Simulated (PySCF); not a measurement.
**EuI2: other functionals and bases at one geometry**

How far do other levels of theory move the description of EuI2, and what does each cost? The species was built from a template and needn't be a known compound.

Method: several levels, as the steps say, no spin–orbit coupling; program: PySCF 2.14.0.

1 further run of the same task is left out (for a known fault of the program).

## Step 1: The starting structure

3 atoms, charge 0, spin multiplicity 1.

Bond lengths: Eu1–I2 3.015 Å, Eu1–I3 3.015 Å. Angles: I2–Eu1–I3 176.8°.

As a file:

```xyz
3
charge 0, multiplicity 1
Eu    0.00000    0.00000   -0.00139
I     3.01352    0.00000    0.08246
I    -3.01352    0.00000    0.08246
```

Formal oxidation states: Eu +2. Each metal's 7 4f electrons lie in its core potential, so multiplicities, spins and levels count the valence alone. An earlier session relaxed this geometry at PBE0, Eu lcecp-0-SVP with ECP53, I def2-SVP with ECP28 (singlet, point group C2v).

At PBE0 on the finer grid: E = -624.961212 Eh, frontier levels not given, since the 4f levels lie in the core, Mulliken charge on Eu1 +0.82 e, largest force component 0.005 eV/Å. 

Levels to run: HF; CAM-B3LYP; PBE0, TZVP. Hardware: 2 threads of Arm Neoverse V1, shared host.

## Step 2: HF

The input, run.py (the lines that set the calculation):

```python
mol = gto.M(atom='''
Eu     0.00000     0.00000    -0.00139
I      3.01352     0.00000     0.08246
I     -3.01352     0.00000     0.08246''',
    basis={'Eu': 'lcecp-0-SVP', 'I': 'def2-SVP'},
    ecp={'Eu': 'lcecp-0-SVP', 'I': 'def2-SVP'},
    charge=0, spin=0)
mf = scf.RHF(mol)
mf = mf.density_fit()  # fitting sets: Eu AutoAux, I def2-universal-JKFIT
mf.conv_tol = 1e-08; mf.max_cycle = 55
mf.kernel(dm0)  # dm0: the density of the relaxed state
```

Command:

```bash
> OMP_NUM_THREADS=2 python run.py
```

## Step 3: CAM-B3LYP

Edit run.py (the lines that set the calculation) of step 2 so:

```diff
@@ -7,3 +7,4 @@
     charge=0, spin=0)
-mf = scf.RHF(mol)
+mf = dft.RKS(mol, xc='CAMB3LYP')
+mf.grids.atom_grid = (75, 302)  # f atoms: unpruned, at least (60, 302)
 mf = mf.density_fit()  # fitting sets: Eu AutoAux, I def2-universal-JKFIT
```

## Step 4: PBE0, TZVP

Basis: Eu lcecp-0-TZVP with ECP53, I def2-TZVP with ECP28. 

The input, run.py (the lines that set the calculation):

```python
mol = gto.M(atom='''
Eu     0.00000     0.00000    -0.00139
I      3.01352     0.00000     0.08246
I     -3.01352     0.00000     0.08246''',
    basis={'Eu': 'lcecp-0-TZVP', 'I': 'def2-TZVP'},
    ecp={'Eu': 'lcecp-0-TZVP', 'I': 'def2-TZVP'},
    charge=0, spin=0)
mf = dft.RKS(mol, xc='PBE0')
mf.grids.atom_grid = (75, 302)  # f atoms: unpruned, at least (60, 302)
mf = mf.density_fit()  # fitting sets: Eu AutoAux, I def2-universal-JKFIT
mf.conv_tol = 1e-08; mf.max_cycle = 55
mf.kernel(dm0)  # dm0: free metal ions and neutral atoms
```

Before running it: what results should come out? Wanted: for each run, charge on Eu1; dipole; largest force.

**Answer**, as computed:

| level | state | charge on Eu1 (e) | dipole (D) | largest force (eV/Å) | basis functions | time |
| --- | --- | --- | --- | --- | --- | --- |
| PBE0 (relaxed here) | singlet | 0.82 | 0.47 | 0.01 | 83 | 9 s |
| HF | singlet | 1.04 | 0.52 | 0.47 | 83 | 3.4 s |
| CAM-B3LYP | singlet | 0.80 | 0.48 | 0.05 | 83 | 6.4 s |
| PBE0, TZVP | singlet | 1.13 | 0.46 | 0.04 | 147 | 14 s |

Times are on 2 threads of Arm Neoverse V1, shared host; the first row also made further properties.

The largest leftover force, 0.47 eV/Å with HF, stands at a geometry relaxed at another level. The Mulliken charge on Eu spans +0.80 to +1.13 e over the levels. With 4f in the core, its levels are missing from HOMO and gap. Total energies of different levels can't be compared. Spin–orbit coupling is left out throughout.
